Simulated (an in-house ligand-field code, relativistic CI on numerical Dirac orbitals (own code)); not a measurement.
**d1 to d5 in a ligand field: terms by electron count**

Aim: the terms of a d1 to d5 shell from Racah B and C and the field, by exact diagonalisation.

The numbers are computed with an in-house ligand-field code version 1 (parametric ligand-field model of a d^n configuration (Racah B and C, spin-orbit zeta, crystal field), exact diagonalisation), except any that are marked as measured or tabulated.

## 1. The system

* shell: d1 to d5
* set 1 (cm⁻¹): d1: B = 510, C = 2420, Oh, 10Dq = 23500
* set 2 (cm⁻¹): d2: B = 510, C = 2420, Oh, 10Dq = 23500
* set 3 (cm⁻¹): d3: B = 510, C = 2420, Oh, 10Dq = 23500
* set 4 (cm⁻¹): d4: B = 510, C = 2420, Oh, 10Dq = 23500
* set 5 (cm⁻¹): d5: B = 510, C = 2420, Oh, 10Dq = 23500

## 2. Set 1

The run's settings:

```ini
n = 1
racah_B = 510  # cm-1
racah_C = 2420  # cm-1
zeta = 0  # cm-1
symmetry = Oh
field = {"10Dq": 23500}  # cm-1
```

Run with:

```console
> python run_levels.py task.json out
```

task.json lists these runs, among others, and the program works through them in turn.

## 3. Set 2

Settings: those of step 2 with these lines changed.

```diff
@@ -1,2 +1,2 @@
-n = 1
+n = 2
 racah_B = 510  # cm-1
```

## 4. Set 3

Settings: those of step 3 with these lines changed.

```diff
@@ -1,2 +1,2 @@
-n = 2
+n = 3
 racah_B = 510  # cm-1
```

## 5. Set 4

Settings: those of step 4 with these lines changed.

```diff
@@ -1,2 +1,2 @@
-n = 3
+n = 4
 racah_B = 510  # cm-1
```

## 6. Set 5

Settings: those of step 5 with these lines changed.

```diff
@@ -1,2 +1,2 @@
-n = 4
+n = 5
 racah_B = 510  # cm-1
```

(Steps that only read results are left out.)

**Question.** What will these runs give? Wanted: lowest terms; sets at their largest spin, of those that allow S over 1.

The runs gave:

| set | 10Dq/B (size) | lowest | S | electrons in z² and x²-y² | first level of the same spin (cm⁻¹) |
| --- | --- | --- | --- | --- | --- |
| 1: Oh, d1 | 46.1 | 2T2 | 0.50 | 0.00 | 2E 23500 |
| 2: Oh, d2 | 46.1 | 3T1 | 1.00 | 0.01 | 3T2 22299 |
| 3: Oh, d3 | 46.1 | 4A2 | 1.50 | 0.00 | 4T2 23500 |
| 4: Oh, d4 | 46.1 | 3T1 | 1.00 | 0.02 | 3E 21243 |
| 5: Oh, d5 | 46.1 | 2T2 | 0.50 | 0.04 | 2A2 20560 |

| quantity | value |
| --- | --- |
| lowest terms | 1: 2T2, 2: 3T1, 3: 4A2, 4: 3T1, 5: 2T2 |
| sets at their largest spin, of those that allow S over 1 | 3 |

**Reading.** 3 of 5 sets have the highest spin that their shell allows. B, C and the field are free parameters here, not those of a compound.
